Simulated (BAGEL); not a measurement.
# UHF/cc-pVDZ (density fitting with qzvpp-jkfit) run of C2H6BN− (SMILES [BH2-]/C=N/C)

Aim: the vertical doublet–quartet gap of C2H6BN− at UHF/cc-pVDZ (density fitting with qzvpp-jkfit), from 2 runs. 

The results are computed with BAGEL 1.2.2.

2 further runs of the same task are left out: 2 set aside as unsound or not needed.

### 1 The structure to begin with

The species is C2H6BN− (10 atoms), meant as a doublet with charge -1. SMILES: `[BH2-]/C=N/C`. The shape is that of a GFN2-xTB optimisation.

Bond lengths: B1–C2 1.490 Å, C2–N3 1.333 Å, N3–C4 1.420 Å, B1–H5 1.205 Å, B1–H6 1.194 Å, C2–H7 1.124 Å, C4–H8 1.107 Å, C4–H9 1.107 Å, C4–H10 1.116 Å. Some angles: B1–C2–N3 127.0°, C2–N3–C4 117.8°, B1–C2–H7 117.8°, N3–C2–H7 115.3°, C2–B1–H5 119.4°, C2–B1–H6 123.5°, N3–C4–H8 110.8°, N3–C4–H9 110.9°, N3–C4–H10 114.6°, H5–B1–H6 117.1°.

### 2 A single-point energy at UHF/cc-pVDZ (density fitting with qzvpp-jkfit)

Contents of calc.json:

```json
{ "bagel": [

{
  "title": "molecule",
  "basis": "cc-pvdz.json",
  "df_basis": "qzvpp-jkfit",
  "angstrom": "true",
  "geometry": [
    { "atom": "B", "xyz": [      -1.110940,       1.441700,      -1.010710 ] },
    { "atom": "C", "xyz": [      -0.133440,       0.497140,      -0.400790 ] },
    { "atom": "N", "xyz": [      -0.393290,      -0.464890,       0.484350 ] },
    { "atom": "C", "xyz": [       0.693430,      -1.257720,       0.939720 ] },
    { "atom": "H", "xyz": [      -0.724540,       2.264310,      -1.802040 ] },
    { "atom": "H", "xyz": [      -2.278480,       1.434020,      -0.759770 ] },
    { "atom": "H", "xyz": [       0.944310,       0.589060,      -0.706910 ] },
    { "atom": "H", "xyz": [       0.516500,      -2.329220,       0.724970 ] },
    { "atom": "H", "xyz": [       0.804860,      -1.180600,       2.038650 ] },
    { "atom": "H", "xyz": [       1.681590,      -0.993810,       0.492530 ] }
  ]
},

{
  "title": "uhf",
  "charge": -1,
  "nopen": 1
},

{
  "title": "print",
  "file": "orbitals.molden",
  "orbitals": "true"
}

]}
```

The basis set cc-pVDZ is read from a file made from the Basis Set Exchange's data (not shown).

The run is started by

```sh
$ BAGEL_NUM_THREADS=1 BAGEL calc.json > calc.out
```

Log:

```text
* using 1 threads per process

  ===============================================================
  ===============================================================

  *** Geometry ***

  { "atom" : "B", "xyz" : [     -2.099372,      2.724418,     -1.909965 ] },
  { "atom" : "C", "xyz" : [     -0.252165,      0.939458,     -0.757383 ] },
  { "atom" : "N", "xyz" : [     -0.743210,     -0.878515,      0.915289 ] },
  { "atom" : "C", "xyz" : [      1.310393,     -2.376746,      1.775813 ] },
  { "atom" : "H", "xyz" : [     -1.369182,      4.278926,     -3.405362 ] },
  { "atom" : "H", "xyz" : [     -4.305703,      2.709905,     -1.435757 ] },
  { "atom" : "H", "xyz" : [      1.784487,      1.113162,     -1.335866 ] },
  { "atom" : "H", "xyz" : [      0.976044,     -4.401588,      1.369995 ] },
  { "atom" : "H", "xyz" : [      1.520965,     -2.231011,      3.852490 ] },
  { "atom" : "H", "xyz" : [      3.177745,     -1.878029,      0.930747 ] },

  Number of auxiliary basis functions:      410

  Since a DF basis is specified, we compute 2- and 3-index integrals:
    o Being stored without compression. Storage requirement is 0.024 GB

  Number of basis functions:       86
  Number of electrons      :       30

    * METHOD: MOLECULE                             0.16

  *** Open-shell HF ***

  === Nuclear Repulsion ===
   102.1864581488

      * DIIS with orbital gradients will be used.

  === UHF iteration (cc-pvdz.json) ===
      0       -158.08020445          0.03393748           0.08
      1       -158.24923340          0.01919049           0.08
      2       -158.28454463          0.01120269           0.08
      3       -158.30507800          0.00177787           0.08
      4       -158.30676370          0.00076075           0.08
      5       -158.30765323          0.00052716           0.08
      6       -158.30834814          0.00042713           0.08
      7       -158.30913960          0.00024394           0.08
      8       -158.30928736          0.00008685           0.08
      9       -158.30930444          0.00005122           0.08
     10       -158.30930577          0.00002900           0.08
     11       -158.30930756          0.00001718           0.08
     12       -158.30930805          0.00000724           0.08
     13       -158.30930810          0.00000461           0.08
     14       -158.30930817          0.00000348           0.08
     15       -158.30930825          0.00000222           0.08
     16       -158.30930826          0.00000076           0.08
     17       -158.30930826          0.00000033           0.08
     18       -158.30930826          0.00000012           0.08
     19       -158.30930826          0.00000006           0.08
     20       -158.30930826          0.00000001           0.08
     21       -158.30930826          0.00000001           0.08
    * SCF iteration converged.

    * S^2 (UHF) is 0.8592

    * Permanent dipole moment:
           (   -1.532407,     1.596487,    -1.055759) a.u.

    * METHOD: UHF                                  1.94

    * METHOD: PRINT                                0.01

  ===============================================================
```

It took 2.3 s on 1 thread of Arm Neoverse V2, shared host; peak memory 0.1 GiB.

### 3 The quartet, same level

Contents of input.json:

```json
{ "bagel": [

{
  "title": "molecule",
  "basis": "cc-pvdz.json",
  "df_basis": "qzvpp-jkfit",
  "angstrom": true,
  "geometry": [
    { "atom": "B", "xyz": [   -1.110940,    1.441700,   -1.010710 ] },
    { "atom": "C", "xyz": [   -0.133440,    0.497140,   -0.400790 ] },
    { "atom": "N", "xyz": [   -0.393290,   -0.464890,    0.484350 ] },
    { "atom": "C", "xyz": [    0.693430,   -1.257720,    0.939720 ] },
    { "atom": "H", "xyz": [   -0.724540,    2.264310,   -1.802040 ] },
    { "atom": "H", "xyz": [   -2.278480,    1.434020,   -0.759770 ] },
    { "atom": "H", "xyz": [    0.944310,    0.589060,   -0.706910 ] },
    { "atom": "H", "xyz": [    0.516500,   -2.329220,    0.724970 ] },
    { "atom": "H", "xyz": [    0.804860,   -1.180600,    2.038650 ] },
    { "atom": "H", "xyz": [    1.681590,   -0.993810,    0.492530 ] }
  ]
},
{ "title": "uhf", "charge": -1, "nopen": 3 },
{ "title": "print", "file": "orbitals.molden", "orbitals": true }

]}
```

The basis set cc-pVDZ is read from a file made from the Basis Set Exchange's data (not shown).

The run is started by

```sh
$ BAGEL_NUM_THREADS=1 BAGEL input.json > input.out
```

Log:

```text
* using 1 threads per process

  ===============================================================
  ===============================================================

  *** Geometry ***

  { "atom" : "B", "xyz" : [     -2.099372,      2.724418,     -1.909965 ] },
  { "atom" : "C", "xyz" : [     -0.252165,      0.939458,     -0.757383 ] },
  { "atom" : "N", "xyz" : [     -0.743210,     -0.878515,      0.915289 ] },
  { "atom" : "C", "xyz" : [      1.310393,     -2.376746,      1.775813 ] },
  { "atom" : "H", "xyz" : [     -1.369182,      4.278926,     -3.405362 ] },
  { "atom" : "H", "xyz" : [     -4.305703,      2.709905,     -1.435757 ] },
  { "atom" : "H", "xyz" : [      1.784487,      1.113162,     -1.335866 ] },
  { "atom" : "H", "xyz" : [      0.976044,     -4.401588,      1.369995 ] },
  { "atom" : "H", "xyz" : [      1.520965,     -2.231011,      3.852490 ] },
  { "atom" : "H", "xyz" : [      3.177745,     -1.878029,      0.930747 ] },

  Number of auxiliary basis functions:      410

  Since a DF basis is specified, we compute 2- and 3-index integrals:
    o Being stored without compression. Storage requirement is 0.024 GB

  Number of basis functions:       86
  Number of electrons      :       30

    * METHOD: MOLECULE                             0.16

  *** Open-shell HF ***

  === Nuclear Repulsion ===
   102.1864581488

      * DIIS with orbital gradients will be used.

  === UHF iteration (cc-pvdz.json) ===
      0       -157.84560544          0.03285048           0.08
      1       -158.04611726          0.01487808           0.08
      2       -158.08623446          0.00663604           0.08
      3       -158.09827133          0.00286613           0.08
      4       -158.10595265          0.00175856           0.08
      5       -158.10903021          0.00100111           0.08
      6       -158.11054141          0.00033010           0.08
      7       -158.11066058          0.00014263           0.08
      8       -158.11070256          0.00007494           0.08
      9       -158.11071624          0.00003692           0.08
     10       -158.11071985          0.00001589           0.08
     11       -158.11072026          0.00000592           0.08
     12       -158.11072031          0.00000412           0.08
     13       -158.11072033          0.00000387           0.08
     14       -158.11072034          0.00000388           0.08
     15       -158.11072034          0.00000386           0.08
     16       -158.11072028          0.00000353           0.08
     17       -158.11072014          0.00000262           0.08
     18       -158.11072005          0.00000155           0.08
     19       -158.11072003          0.00000097           0.08
     20       -158.11072003          0.00000062           0.08
     21       -158.11072003          0.00000030           0.08
     22       -158.11072003          0.00000017           0.08
     23       -158.11072003          0.00000012           0.08
     24       -158.11072003          0.00000010           0.08
     25       -158.11072003          0.00000010           0.08
     26       -158.11072003          0.00000010           0.08
     27       -158.11072003          0.00000009           0.08
     28       -158.11072003          0.00000008           0.08
     29       -158.11072003          0.00000007           0.08
     30       -158.11072003          0.00000005           0.08
     31       -158.11072003          0.00000003           0.08
     32       -158.11072003          0.00000001           0.08
     33       -158.11072003          0.00000001           0.08
    * SCF iteration converged.

    * S^2 (UHF) is 3.7776

    * Permanent dipole moment:
           (   -2.144016,     2.836980,    -1.997166) a.u.

    * METHOD: UHF                                  2.95

    * METHOD: PRINT                                0.01

  ===============================================================
```

Run time: 3.3 s. Hardware: 1 thread of Arm Neoverse V2, shared host; peak memory 0.1 GiB.

### 4 Results

Level: UHF/cc-pVDZ (density fitting with qzvpp-jkfit).

| quantity | value |
| --- | --- |
| doublet: total energy | -158.30931 Eh |
| doublet: ⟨S²⟩ | 0.859 |
| quartet: total energy | -158.11072 Eh |
| quartet: ⟨S²⟩ | 3.778 |
| vertical energy of the quartet above the doublet | 5.404 eV |

In words: At this shape the quartet lies 5.40 eV (125 kcal/mol) above the doublet. For an anion a state so high probably lies above electron detachment. ⟨S²⟩ (doublet) is 0.86 where a pure doublet has 0.75: the reference is spin-contaminated.
